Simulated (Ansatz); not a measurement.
What does this script print? It uses Ansatz 0.2.0, Python API.

`na.py`
```python
# -*- coding: utf-8 -*-
"""Mixing of Na and Sc on the bcc lattice, after relaxing cells and atoms."""

from collections import Counter
import warnings

import ansatz as az
import numpy as np
from tabulate import tabulate


def bcc(a_site, a):
    return (
        az.Lattice.bcc(a)
        .space_group(229)
        .atom(a_site, (0, 0, 0))
        .primitive()
    )

A_FIRST, A_LAST = 4.28, 3.68


def solve(name, crystal):
    calc = (
        crystal.calculation()
        .basis(41 * az.Ry)
        .functional(az.Functional.LDA)
        .kpoints(spacing=0.3)
        .occupations("fermi_dirac", width=0.1)
        .band_table()
    )
    calc = calc.relax(force_tolerance=0.02, cell=True)
    return calc.run()


def volume_per_atom(outcome):
    return abs(np.linalg.det(outcome.lattice.cell_ang)) / len(outcome.lattice.sites)


def counts(outcome):
    return Counter(site.symbol for site in outcome.lattice.sites)


def main():
    warnings.simplefilter("ignore")

    # swap the mixed sites of the conventional cell one by one
    phases = {}
    for k in range(2 + 1):
        a = A_FIRST + (A_LAST - A_FIRST) * k / 2
        cell = bcc("Na", a).conventional().resolved()
        sites = [site.position for site in cell.sites if site.symbol == "Na"]
        for position in sites[:k]:
            cell = cell.substitution("Sc", at=position, replaces="Na")
        phases[f"Na{2 - k}Sc{k}"] = cell.resolved()

    done = {}
    for name, crystal in phases.items():
        done[name] = solve(name, crystal)
        print(f"{name}: {done[name].report['energy_sigma0_ev']:.4f} eV, {len(done[name].lattice.sites)} atoms")

    # mixing quantities against the straight line between the end members, both on this lattice
    x = {name: counts(o)["Sc"] / (counts(o)["Na"] + counts(o)["Sc"]) for name, o in done.items()}
    first, last = min(x, key=x.get), max(x, key=x.get)
    energy = {name: o.report["energy_sigma0_ev"] / len(o.lattice.sites) for name, o in done.items()}
    volume = {name: volume_per_atom(o) for name, o in done.items()}
    rows = []
    for name in sorted(done, key=x.get):
        line = lambda table: (1 - x[name]) * table[first] + x[name] * table[last]
        rows.append((name, x[name], 1000 * (energy[name] - line(energy)), volume[name], 100 * (volume[name] / line(volume) - 1)))
    print(tabulate(rows, headers=["cell", "x(Sc)", "E_mix (meV/atom)", "V (A^3/atom)", "excess V (%)"], floatfmt=".4f", tablefmt="psql"))


if __name__ == "__main__":
    main()
```

```console
$ python na.py
Na2Sc0: -2933.1799 eV, 2 atoms
Na1Sc1: -3554.4045 eV, 2 atoms
Na0Sc2: -4177.7944 eV, 2 atoms
+--------+---------+--------------------+----------------+----------------+
| cell   |   x(Sc) |   E_mix (meV/atom) |   V (A^3/atom) |   excess V (%) |
|--------+---------+--------------------+----------------+----------------|
| Na2Sc0 |  0.0000 |             0.0000 |        33.6951 |         0.0000 |
| Na1Sc1 |  0.5000 |           541.3626 |        25.4056 |       -10.0909 |
| Na0Sc2 |  1.0000 |             0.0000 |        22.8189 |         0.0000 |
+--------+---------+--------------------+----------------+----------------+
```

Mixing energies: +541 meV an atom at x(Sc) = 0.50 (volume -10.1 % off the straight line). All are positive, so the end members on this lattice are favoured over these cells.

Total energies depend on the potentials; only differences at equal settings carry meaning. For the metals among these phases the mesh is modest: differences between phases can be off by up to 40 meV an atom. These are small ordered cells, with both end members on the same lattice, which need not be their own; they aren't random solutions. Differences under about 40 meV an atom lie within the error of mesh and functional. The cells are prototypes set up for this calculation and needn't exist. Timing: 25 s on 1 thread of Arm Neoverse V1 (shared host), peak memory 0.41 GiB.

(A comment or docstring line of the script was reworded after the run, the code is as it ran.)
